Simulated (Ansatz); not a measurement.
# GaHI₂: how energies converge with the basis set

Aim: see how fast density functionals converge with the basis set for GaHI₂.

Program: Ansatz 0.2.0, Gaussian basis. Level of theory: one geometry, several basis sets. These are calculated values, not measurements.

The runs, in order: PBE0-D4/def2-SVP; ωB97M-V/def2-SVP; PBE0-D4/def2-QZVPP; ωB97M-V/def2-QZVPP; the functionals' def2-TZVPP values are taken from earlier runs.

1 further run of the same task is left out (for a known fault of the program).

### 1 Structure used throughout

The geometry comes from an earlier relaxation with PBE0-D4 in a triple-zeta def2 set; it is a stationary point. I takes the def2 core potential; no spin-orbit term is included.

SMILES `[I][GaH][I]`, 4 atoms, charge 0, spin multiplicity 1.

Atoms are counted from 1 here; the program's logs count them from 0.

Bond lengths: I1–Ga2 2.475 Å, Ga2–I3 2.475 Å, Ga2–H4 1.554 Å. Angles: I1–Ga2–I3 117.1°, I1–Ga2–H4 121.5°, I3–Ga2–H4 121.5°.

Geometry (Å):

```xyz
4

I    -2.2470    0.0037   -0.6501
Ga    0.1477    0.1989   -0.0552
I     1.1991   -1.7542    1.0431
H     0.9557    1.4913   -0.3581
```

### 2 PBE0-D4 in def2-SVP

Input file in.yaml:

```yaml
crystal:
  periodic: [false, false, false]
  atoms:
    - {symbol: I, position_ang: [-2.246985, 0.003747, -0.650126]}
    - {symbol: Ga, position_ang: [0.147661, 0.198886, -0.055232]}
    - {symbol: I, position_ang: [1.199065, -1.754204, 1.043076]}
    - {symbol: H, position_ang: [0.955660, 1.491271, -0.358117]}
basis:
  gaussian: {orbitals: def2-SVP}
hamiltonian: {xc: pbe0, dispersion: d4}
output: {orbitals: {seedname: orbitals}}
```

Launch:

```
ansatz run in.yaml --threads 2 --pin off --events-out ev --progress --plain --max-ram 4352MiB
```

The runs that follow: ωB97M-V in def2-SVP; PBE0-D4 in def2-QZVPP; ωB97M-V in def2-QZVPP.

Before running them: what should the planned runs give, taken together? Wanted: PBE0-D4: double and triple zeta above quadruple; ωB97M-V: double and triple zeta above quadruple.

The runs gave:

| quantity | value |
| --- | --- |
| PBE0-D4: double and triple zeta above quadruple | 8.47, 1.23 eV |
| ωB97M-V: double and triple zeta above quadruple | 8.44, 1.20 eV |

What this shows: PBE0-D4 gains 7.24 eV from double to triple zeta, then 1.23 eV more. These are total energies; as a rule much of such shifts cancels in differences, which this series doesn't test.
